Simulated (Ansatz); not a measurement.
# CuO: the cost of one run

Computed with Ansatz 0.2.0, Gaussian basis. Level: def2-TZVPP, core rule «outside noble gas», up to 10 orbitals frozen.

The runs, in order: UHF; CCSD(T) on ROHF; CCSD(T) on UHF; CCSDT(Q) on ROHF; CCSDT(Q) on UHF; CASSCF and NEVPT2, 17 electrons in 10 orbitals.

4 further runs of the same task are left out: 1 for a known fault of the program, 3 set aside as unsound or not needed.

### 1 The system

The geometry is a PBE0/def2-TZVP stationary point (not a proven minimum) of the parent state, kept for this charge and spin.

2 atoms, charge 0, spin multiplicity 4.

Atoms are counted from 1 here; the program's logs count them from 0.

Bond lengths: Cu1–O2 1.758 Å.

### 2 UHF

The input, in.yaml:

```yaml
crystal:
  periodic: [false, false, false]
  atoms:
    - {symbol: Cu, position_ang: [0.000000, 0.000000, 0.000000]}
    - {symbol: O, position_ang: [0.000000, 0.000000, 1.758200]}
basis:
  gaussian: {orbitals: def2-TZVPP}
magnetization: {spin_polarized: true, initial_magnetization: 3}
hamiltonian: {xc: hf}
output: {orbitals: {seedname: orbitals}}
```

Run with:

```bash
$ ansatz run in.yaml --threads 1 --pin off --events-out ev --progress --plain --max-ram 4096MiB --backend cpu
```

**Question.** How long does this run take on 1 thread of AMD EPYC 7R13, shared host, and how much memory does it need?

About 18 s, with a peak of 0.28 GiB.
